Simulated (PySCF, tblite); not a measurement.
# C₄H₁₀FNSi: geometry, infrared bands and NMR shifts

Aim: predict the infrared bands and NMR shifts of C₄H₁₀FNSi (`N[Si]1(F)CCCC1`).

The runs use tblite 0.8.0 and PySCF 2.14.0, with density-fitted response routines of our own; the level of theory stands in each step. All values are computed, except where a source is named. Atoms count from 0, in the outputs and in this text.

### Step 1. Starting geometry

17 atoms, charge 0, multiplicity 1; geometry from: force field or distance geometry start.

Bonds of the start (Å): N0–Si1 1.79, Si1–F2 1.66, Si1–C3 1.87, C3–C4 1.52, C4–C5 1.53, C5–C6 1.53, C6–Si1 1.88, N0–H7 1.06, N0–H8 1.05, C3–H9 1.12, C3–H10 1.10, C4–H11 1.10, C4–H12 1.12, C5–H13 1.09, C5–H14 1.10, C6–H15 1.08, C6–H16 1.11.

### Step 2. Geometry optimisation with GFN2-xTB

What the job is given:

```
{"job": {"kind": "relax", "xc": "GFN2-xTB", "basis": "xTB"}, "charge": 0, "multiplicity": 1}
N      2.179900    -0.837200     0.965700
Si     0.953500    -0.511300    -0.291100
F      1.491800    -0.778400    -1.839800
C     -0.703800    -1.305800     0.075400
C     -1.530900    -0.060200     0.346900
C     -1.061200     0.978600    -0.673800
C      0.364100     1.272700    -0.205300
H      2.180700     0.003600     1.617200
H      3.119300    -0.913500     0.507700
H     -0.623400    -1.949400     0.985600
H     -1.125100    -1.840700    -0.785800
H     -2.616700    -0.243800     0.268700
H     -1.276100     0.372300     1.351700
H     -1.689700     1.868300    -0.703000
H     -0.996800     0.466000    -1.644100
H      0.917300     1.932300    -0.857000
H      0.410100     1.558400     0.871100
```

Run with:

```sh
$ OMP_NUM_THREADS=1 python probes_run.py task.json out
```

The driver reads the jobs from task.json and runs them one after another.

**Question.** This job is followed by: GFN2-xTB harmonic vibrations, gas phase; GIAO PBE0/pcSseg-1 NMR shielding, non-relativistic, gas phase. What will the session give for the following? strongest single infrared mode (GFN2-xTB); zero-point energy (GFN2-xTB); 13C shifts against TMS (PBE0/pcSseg-1, means over atoms taken as alike); 1H shifts against TMS (PBE0/pcSseg-1, means over atoms taken as alike); 15N shifts against NH3 (PBE0/pcSseg-1); 29Si shifts against TMS (PBE0/pcSseg-1); 19F shifts against CFCl3 (PBE0/pcSseg-1); surface potential, 1st and 99th percentile.

**Answer**, as computed:

| quantity | value |
| --- | --- |
| strongest single infrared mode (GFN2-xTB) | 863 cm⁻¹, 287 km/mol |
| zero-point energy (GFN2-xTB) | 87.6 kcal/mol |
| 13C shifts against TMS (PBE0/pcSseg-1, means over atoms taken as alike) | 29.4, 15.9 ppm |
| 1H shifts against TMS (PBE0/pcSseg-1, means over atoms taken as alike) | 1.65, 1.50, 0.74, 0.47, 0.43 ppm |
| 15N shifts against NH3 (PBE0/pcSseg-1) | 20.5 ppm |
| 29Si shifts against TMS (PBE0/pcSseg-1) | 34.7 ppm |
| 19F shifts against CFCl3 (PBE0/pcSseg-1) | -180.0 ppm |
| surface potential, 1st and 99th percentile | -1.29 V and 1.61 V |

Relaxing lowered the energy by 0.746 eV in 75 steps; the close pair that moved most is N0–Si1, from 1.786 to 1.717 Å. All 45 modes are real, so the xTB geometry is a minimum. The strongest single mode, at 863 cm⁻¹, has its largest shares on Si1, F2, H7 and H8 (the list is cut at 4 atoms). GFN2-xTB is a fitted tight-binding method: band positions and strengths are rough. Its intensities can rank the bands wrongly. At PBE0/pcSseg-1: Shielding is most anisotropic at N0 (span 67 ppm, paramagnetic term -70 ppm).
